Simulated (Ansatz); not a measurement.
## C2H3FSSe, SMILES FC1SC1[SeH]: a geometry optimisation, step by step

Program: Ansatz 0.2.0 through its Python package.

Interactive session:
```pycon
>>> import warnings
>>> import ansatz
>>> from ase import Atoms
>>> import numpy as np
>>> warnings.simplefilter("ignore", ansatz.DeckWarning)
>>> atoms = Atoms(["F", "C", "S", "C", "Se", "H", "H", "H"], positions=[
...     (-0.5994, 1.6067, -0.2493),
...     (-0.0083, 0.7945, 0.6158),
...     (1.7547, 0.6258, 0.2165),
...     (0.423, -0.5059, 0.0682),
...     (-0.1185, -0.8328, -1.8141),
...     (-0.2507, 0.86, 1.6967),
...     (0.3856, -1.3545, 0.8011),
...     (-1.4942, -1.2509, -1.3908),
... ])
>>> mol = ansatz.Crystal.molecule_from_ase(atoms)
>>> model = mol.calculation().basis(gaussian="def2-SVP").functional("PBE0")
>>> symbols = [site.symbol for site in mol.cartesian_sites]
>>> start = np.array([site.position_ang for site in mol.cartesian_sites], dtype=float)
>>> def progress(event):
...     if event["event"] == "relax_step":
...         row = event["data"]
...         print(f"step {row['step']:3d}  E = {row['lagrangian_ev']:.6f} eV  max force {row['allowed_force_max_ev_ang']:.4f} eV/A")
...
>>> data = model.relax(force_tolerance=0.005).session().plan().execute(on_event=progress).report
step   1  E = -80991.809556 eV  max force 1.3530 eV/A
step   2  E = -80992.033470 eV  max force 0.8580 eV/A
step   3  E = -80992.078094 eV  max force 0.3472 eV/A
step   4  E = -80992.073711 eV  max force 0.4572 eV/A
step   5  E = -80992.089950 eV  max force 0.0622 eV/A
step   6  E = -80992.090691 eV  max force 0.0215 eV/A
step   7  E = -80992.082632 eV  max force 0.3191 eV/A
step   8  E = -80992.091248 eV  max force 0.0154 eV/A
step   9  E = -80992.088822 eV  max force 0.1862 eV/A
step  10  E = -80992.091659 eV  max force 0.0057 eV/A
step  11  E = -80992.091749 eV  max force 0.0303 eV/A
step  12  E = -80992.091746 eV  max force 0.0118 eV/A
step  13  E = -80992.091786 eV  max force 0.0036 eV/A
>>> end = np.array(data["positions_ang"])
>>> print("reference energy %16.6f eV" % data["reference_energy_ev"])
reference energy    -80992.091806 eV
>>> print("total energy     %16.6f eV" % data["free_energy_ev"])
total energy        -80992.091806 eV
>>> print("occupied (up, down):", data["n_occupied"], " virtual:", data["n_virtual"], " frozen:", data["n_frozen"])
occupied (up, down): [37, 37]  virtual: [70, 70]  frozen: 0
>>> print("bond        before    after (A)")
bond        before    after (A)
>>> for i, j in [(0, 1), (1, 2), (1, 3), (1, 5), (2, 3), (3, 4), (3, 6), (4, 7)]:
...     d0, d1 = (np.linalg.norm(xyz[i] - xyz[j]) for xyz in (start, end))
...     print(f"{symbols[i]}{i}-{symbols[j]}{j}".ljust(10), f"{d0:8.4f} {d1:8.4f}")
...
F0-C1        1.3257   1.3379
C1-S2        1.8155   1.8006
C1-C3        1.4754   1.4798
C1-H5        1.1097   1.0975
S2-C3        1.7539   1.8125
C3-Se4       1.9857   1.9322
C3-H6        1.1219   1.0962
Se4-H7       1.4988   1.4753
>>> for i, j, k in [(0, 1, 2), (0, 1, 3), (0, 1, 5), (2, 1, 3), (2, 1, 5), (3, 1, 5), (1, 2, 3), (1, 3, 2)]:
...     u, v = end[i] - end[j], end[k] - end[j]
...     print(f"angle {symbols[i]}{i}-{symbols[j]}{j}-{symbols[k]}{k}: {np.degrees(np.arccos(np.clip(u @ v / np.linalg.norm(u) / np.linalg.norm(v), -1, 1))):.2f} deg")
...
angle F0-C1-S2: 118.66 deg
angle F0-C1-C3: 118.97 deg
angle F0-C1-H5: 111.28 deg
angle S2-C1-C3: 66.24 deg
angle S2-C1-H5: 116.02 deg
angle C3-C1-H5: 119.10 deg
angle C1-S2-C3: 48.35 deg
angle C1-C3-S2: 65.40 deg
>>> with open("c2h3fsse_opt.xyz", "w") as handle:
...     handle.write(f"{len(symbols)}\nrelaxed C2H3FSSe\n")
...     handle.writelines(f"{s:2s} {x:11.6f} {y:11.6f} {z:11.6f}\n" for s, (x, y, z) in zip(symbols, end))
...
19
```

It writes `c2h3fsse_opt.xyz`:
```text
8
relaxed C2H3FSSe
F    -0.619699    1.749157   -0.106017
C     0.056326    0.852108    0.620835
S     1.798600    0.581195    0.255791
C     0.343044   -0.475883    0.034404
Se   -0.141780   -0.855441   -1.797030
H    -0.207844    0.920373    1.683920
H     0.294503   -1.349717    0.694550
H    -1.430950   -1.478891   -1.442352
```

Caveats:
- Total energies depend on the basis set; only differences at equal settings carry meaning.
- The end point is the stationary point reached from this start; no frequency run checks that it is a minimum, and the basis set is modest.
- Finished in 86 s on 1 thread of Arm Neoverse V1 (shared host), peak memory 0.34 GiB.

(Lines on the test bed's own set-up are left out of the output.)
